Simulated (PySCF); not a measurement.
Runs of PySCF 2.14.0 on F3GeCl. The cell holds a molecule in a box, 5 atoms: a = 12.000 Å, b = 12.000 Å, c = 12.000 Å, α = 90.00°, β = 90.00°, γ = 90.00°. 

```csv
task,level,frozen core bands,conv_tol,exxdiv,grid for exchange and correlation,three-body dispersion term,gap on the mesh (eV)
excitation energies (Tamm-Dancoff),PBE0,17,1e-08 Ha,ewald,"Becke, atom-centred",-,(a)
atomic charges,RPBE+D4,-,1e-07 Ha,-,"Becke, atom-centred",yes,6.33
atomic charges,X3LYP+D4,-,1e-07 Ha,ewald,"Becke, atom-centred",yes,(b)
atomic charges,r2SCAN0+D4,-,1e-07 Ha,ewald,"Becke, atom-centred",yes,9.44
MP2 correlation energy,HF,17,1e-08 Ha,ewald,-,-,16.93
atomic charges,BLYP+D3(BJM),-,1e-07 Ha,-,"Becke, atom-centred",no,6.11
```

Alike in all rows: potentials or basis def2-svp (all-electron); no spin polarisation; cell as given; k mesh 1 × 1 × 1; smearing fixed.

Q: Fill in the values left out.

A: (a) 8.96; (b) 8.44.

Caveats: this is a molecule in a periodic box at the Γ point, so its band gap is the HOMO-LUMO gap; relativity is left out, which matters for the heavier elements; the basis of atomic orbitals isn't converged, which shifts pressures, moduli and gaps; the basis is small and the box finite, so much correlation energy is missing and levels can be off by tenths of an eV (some runs); the iterative solver can pass over a root and still report convergence (some runs).

A k mesh can miss the band edges, and the runs leave out spin-orbit coupling on Ge.

Runs at the PBE level aren't shown here.
